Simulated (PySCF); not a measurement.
# CHBr (Monobromomethylene): the cost of one run

Programs: PySCF 2.14.0, with density-fitted response routines of our own. Each step states its level of theory. These are calculated values for one molecule in the gas phase, unless marked as measured. Atoms are numbered from 0 throughout.

## (1) The molecule as given

3 atoms, charge 0, multiplicity 1; geometry from: GFN2-xTB. The atoms were then displaced at random by about 0.01 Å, so the start is not that level's minimum.

Bonds of the start (Å): C0–Br1 1.78, C0–H2 1.11.

## (2) Geometry optimisation at PBE0-D3(BJ)/def2-SVP

The job: settings as JSON, then the geometry in Å.

```
{"job": {"xc": "PBE0", "basis": "def2-SVP", "d3": "d3bj", "grid": 1, "shake": 0.01, "kind": "geom"}, "charge": 0, "multiplicity": 1}
C     -0.309710     0.475500     0.001410
Br     1.355510    -0.145320    -0.013210
H     -1.039790    -0.365120    -0.007380
```

Started as:

```console
$ OMP_NUM_THREADS=1 python probes_run.py task.json out
```

One launch serves the whole session: the jobs run in the order shown.

**Question.** How long does this first job take on 1 thread of Arm Neoverse V1, shared host, and how much memory does it need?

About 2.2 s, with a peak of 0.25 GiB.
